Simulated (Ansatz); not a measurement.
**H₆InNO₃: a ladder of functionals and wavefunction methods**

The task here is to estimate one member of a computed series from the others.

The runs use Ansatz 0.2.0, Gaussian basis; functionals in def2-TZVPP, the program's frozen cores in correlated methods.

Plan: LDA (SPW92), PBE-D4, revPBE-D4, BLYP-D4, r2SCAN-D4, B97M-V, PBE0-D4, B3LYP-D4, r2SCANh-D4, r2SCAN0-D4, HSE06-D4, BHLYP-D4, CAM-B3LYP-D4, LC-ωPBE, ωB97X-V, ωB97M-V, B2PLYP, PBE-QIDH; CCSD(T)/def2-SVP; CCSD(T)/def2-TZVPP; MP2/def2-QZVPP; extrapolation to the limit; RPA on PBE.

1 further run of the same task is left out (for a known fault of the program).

### The relaxed structure

The geometry comes from an earlier relaxation with PBE0-D4 in a triple-zeta def2 set; it is a stationary point, not always the lowest conformer. In takes the def2 core potential; no spin-orbit term is included.

SMILES `[NH3+][In-]([OH])([OH])[OH]`, 11 atoms, charge 0, spin multiplicity 1.

Atoms are counted from 1 here; the program's logs count them from 0.

Bond lengths: N1–In2 2.302 Å, N1–H6 1.014 Å, N1–H7 1.014 Å, N1–H8 1.014 Å, In2–O3 2.001 Å, In2–O4 2.001 Å, In2–O5 2.001 Å, O3–H9 0.959 Å, O4–H10 0.959 Å, O5–H11 0.959 Å. Angles: In2–N1–H6 109.9°, In2–N1–H7 110.0°, In2–N1–H8 110.0°, H6–N1–H7 109.0°, H6–N1–H8 109.0°, H7–N1–H8 109.0°, N1–In2–O3 96.2°, N1–In2–O4 96.1°, N1–In2–O5 96.3°, O3–In2–O4 118.8°, O3–In2–O5 118.8°, O4–In2–O5 118.9°, In2–O3–H9 112.3°, In2–O4–H10 112.3°, In2–O5–H11 112.3°.

Set-up of the first run:

in.yaml

```yaml
crystal:
  periodic: [false, false, false]
  atoms:
    - {symbol: N, position_ang: [-1.411114, 0.564871, 0.533380]}
    - {symbol: In, position_ang: [0.605718, -0.247452, -0.223631]}
    - {symbol: O, position_ang: [1.189740, -1.039071, 1.519284]}
    - {symbol: O, position_ang: [1.353949, 1.524075, -0.778198]}
    - {symbol: O, position_ang: [-0.157041, -1.455495, -1.625061]}
    - {symbol: H, position_ang: [-1.435765, 1.573481, 0.433404]}
    - {symbol: H, position_ang: [-1.535250, 0.327053, 1.511075]}
    - {symbol: H, position_ang: [-2.170737, 0.161449, -0.003345]}
    - {symbol: H, position_ang: [2.003689, -0.647349, 1.842416]}
    - {symbol: H, position_ang: [1.555420, 1.557289, -1.715569]}
    - {symbol: H, position_ang: [0.066793, -2.375950, -1.473253]}
basis:
  gaussian: {orbitals: def2-TZVPP}
hamiltonian: {xc: lda}
output: {orbitals: {seedname: orbitals}}
```

Launch:

```bash
ansatz run in.yaml --threads 4 --pin off --events-out ev --progress --plain --max-ram 10444MiB
```

Steps of the session up to this table: LDA; PBE-D4 (GGA); revPBE-D4 (GGA); BLYP-D4 (GGA); r2SCAN-D4 (meta-GGA); B97M-V (meta-GGA); PBE0-D4 (hybrid); B3LYP-D4 (hybrid); r2SCANh-D4 (hybrid); r2SCAN0-D4 (hybrid); HSE06-D4 (hybrid); BHLYP-D4 (hybrid); CAM-B3LYP-D4 (range-separated); LC-ωPBE (range-separated); ωB97X-V (range-separated); ωB97M-V (range-separated); B2PLYP (double hybrid); PBE-QIDH (double hybrid).

One table of the session follows, with a row left open; its other results are not shown here.

It belongs to the step «Frontier levels by functional». 

| functional | HOMO (eV) | gap (eV) |
| --- | --- | --- |
| LDA (SPW92) | -6.28 | 4.33 |
| PBE-D4 | -6.06 | 4.36 |
| revPBE-D4 | ? | ? |
| BLYP-D4 | -5.97 | 4.27 |
| r2SCAN-D4 | -6.41 | 5.07 |
| B97M-V | -6.47 | 4.90 |
| PBE0-D4 | -7.74 | 6.94 |
| B3LYP-D4 | -7.48 | 6.31 |
| r2SCANh-D4 | -7.04 | 6.02 |
| r2SCAN0-D4 | -8.00 | 7.43 |
| HSE06-D4 | -7.32 | 6.15 |
| BHLYP-D4 | -9.37 | 9.30 |
| CAM-B3LYP-D4 | -9.26 | 9.30 |
| LC-ωPBE | -10.62 | 12.03 |
| ωB97X-V | -10.26 | 11.44 |
| ωB97M-V | -10.22 | 11.08 |

Estimate the missing values for revPBE-D4.

The run gave: HOMO (eV): -5.97; gap (eV): 4.40.
